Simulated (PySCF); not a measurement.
# WCl: bond curves at several levels of theory

One job finds the state of WCl, follows it along the bond with each method and fits the curves.

Method: W def2-TZVPPD with ECP60, Cl def2-TZVPPD, scalar-relativistic core potentials; program: PySCF 2.14.0.

### Step 1. Input

Settings of the job:

```
atoms                         : W, Cl
charge                        : 0
basis                         : W def2-TZVPPD with ECP60, Cl def2-TZVPPD
Hamiltonian                   : scalar-relativistic core potentials
basis functions               : 110
electrons treated             : 31
masses in u                   : 183.9509, 34.9689
levels                        : PBE0, PBE, r²SCAN, M06, r²SCAN0, TPSSh, PBEsol, LDA, CAM-B3LYP, HF, MP2, SCS-MP2
grid                          : 80 radial by 434 angular points
occupations                   : held fixed by the projection of orbital angular momentum
dissociation limit            : W + Cl, each in its ground configuration
starting distance in angstrom : 2.255
values of 2S to try           : 1, 3, 5, 7
```

Launch:

```bash
$ OMP_NUM_THREADS=2 python dia.py task.json out
```

After this run come: First curve: PBE0; Excited determinants; PBE (GGA); r²SCAN; M06 (hybrid meta-GGA); r²SCAN0; TPSSh (hybrid meta-GGA); PBEsol; LDA; CAM-B3LYP; UHF (mean field).

Before running it: what results should come out? Wanted: for each run, Re; ωe; De; μ.

The runs gave:

Lowest PBE0 solution found, without spin–orbit coupling: ⁶Σ⁺ (sextet), unpaired electrons σ ↑, π ↑↑, δ ↑↑. State 2 has its PBE0 minimum 1.09 eV higher. State 3 has its PBE0 minimum 1.11 eV higher. State 4 has its PBE0 minimum 1.27 eV higher. The other levels ran on the lowest alone.

```csv
level,Re (Å),ωe (cm⁻¹),De (eV),μ (D)
UHF,2.353,355,3.93,-4.29
UHF-MP2,2.268,393,4.66,n/a
UHF-SCS-MP2,2.287,383,4.22,n/a
LDA,2.238,399,5.32,-2.59
PBE,2.275,376,4.78,-2.88
PBEsol,2.254,389,5.11,-2.75
r²SCAN,2.281,377,4.86,-3.16
TPSSh,2.285,377,4.69,-3.22
PBE0,2.275,382,4.74,-3.32
r²SCAN0,2.280,381,4.74,-3.49
M06,2.283,382,3.92,-3.58
CAM-B3LYP,2.290,377,4.26,-3.45
```

De is counted to W + Cl in their ground configurations. A positive dipole means W(−)Cl(+).

What this shows: Bond lengths run from 2.238 Å (LDA) to 2.353 Å (UHF). Among the levels with a De in the table, it runs from 3.92 eV (M06) to 5.32 eV (LDA).

Correlated steps freeze 5 core orbitals. These are scalar-relativistic numbers at best; spin–orbit coupling would shift them, the dissociation energy most. The state is the lowest single determinant that the PBE0 search found; with open d or f shells the true ground state can be another one. With spin–orbit coupling the term label itself may not hold.
